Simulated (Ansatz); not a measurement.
# La2Ge3Au: a short molecular-dynamics run

A trajectory of La2Ge3Au, a randomly packed cell with 12 atoms that was not relaxed first: 60 steps of 1 fs under a Langevin thermostat at 300 K.

Program: Ansatz 0.2.0. Level of theory: DFT PBE, plane waves, PAW, scalar-relativistic, no spin polarisation. These are calculated values, not measurements.

## Step 1: The system as given

The cell holds 12 atoms (Au2Ge6La4): a = 6.679 Å, b = 6.540 Å, c = 6.782 Å, α = 95.23°, β = 98.74°, γ = 80.74°.

Structure file:

```
La Au Ge
1.0
     6.63565    0.73074    0.21158
     0.33506    6.52867    0.17187
    -1.16815   -0.73450    6.64057
La Au Ge
4 2 6
Direct
  0.75227 0.16095 0.44684
  0.94545 0.63022 0.45825
  0.47365 0.81827 0.12738
  0.94486 0.88246 0.01870
  0.37898 0.24777 0.95006
  0.35513 0.44979 0.30710
  0.03770 0.31187 0.12632
  0.22291 0.89074 0.71859
  0.41090 0.52836 0.68514
  0.69596 0.42225 0.94669
  0.24887 0.10233 0.41821
  0.54320 0.83401 0.57386
```

## Step 2: Molecular dynamics

File input.yaml:

```yaml
crystal:
  lattice:
    - [6.635652, 0.730744, 0.21158]
    - [0.33506, 6.528675, 0.171873]
    - [-1.168147, -0.734499, 6.640574]
  atoms:
    - { symbol: La, position: [0.75227, 0.160947, 0.446837] }
    - { symbol: La, position: [0.945448, 0.630216, 0.458246] }
    - { symbol: La, position: [0.47365, 0.818275, 0.127381] }
    - { symbol: La, position: [0.944857, 0.882456, 0.018701] }
    - { symbol: Au, position: [0.378979, 0.247768, 0.950056] }
    - { symbol: Au, position: [0.355131, 0.449789, 0.307095] }
    - { symbol: Ge, position: [0.037699, 0.311873, 0.126316] }
    - { symbol: Ge, position: [0.222909, 0.890742, 0.718592] }
    - { symbol: Ge, position: [0.410896, 0.528362, 0.685137] }
    - { symbol: Ge, position: [0.695964, 0.422255, 0.94669] }
    - { symbol: Ge, position: [0.248867, 0.102329, 0.418214] }
    - { symbol: Ge, position: [0.543204, 0.834007, 0.573855] }
kpoints:
  mp_grid: { grid: [2, 3, 2] }
magnetization:
  spin_polarized: false
scf:
  occupations: { method: gaussian, width: 0.1 }
hamiltonian:
  pseudopotentials: { kind: paw }
  xc: pbe
basis:
  ecutwfc: 420
md:
  timestep: 1.0
  n_steps: 60
  ensemble: nvt_langevin
  temperature: 300.0
  initial_velocities: maxwell_boltzmann
  seed: 765321
```

The run is started by

```
> ansatz run input.yaml --threads 2 --pin off --max-ram 2560MiB --backend cpu --events-out ev --progress --plain --runs-dir out
```

Q: Predict the outcome of this session. Wanted: temperature, first and last step; temperature, second half; potential energy, second half; mean square displacement, second half.

As calculated:

| quantity | value |
| --- | --- |
| length | 60 steps of 1 fs |
| temperature, first and last step | 275 and 803 K |
| temperature, second half | mean 644 K, from 479 to 803 K |
| potential energy, second half | -44 meV/atom from the start |
| mean square displacement, second half | Ge 0.023, Au 0.012, La 0.012 Å² |

In words: Against a set 300 K the second half averages 644 K, going from 488 to 803 K over that half; the potential energy of that half lies 44 meV/atom under the start, so the atoms have moved to lower-lying arrangements, and the energy set free heats the cell. Over the second half Ge atoms stand 0.2 Å (root mean square) from where they began, and the farthest move is 0.4 Å. A run of 60 fs with 12 atoms shows the motion but fixes no equilibrium value. The k-mesh is coarse.
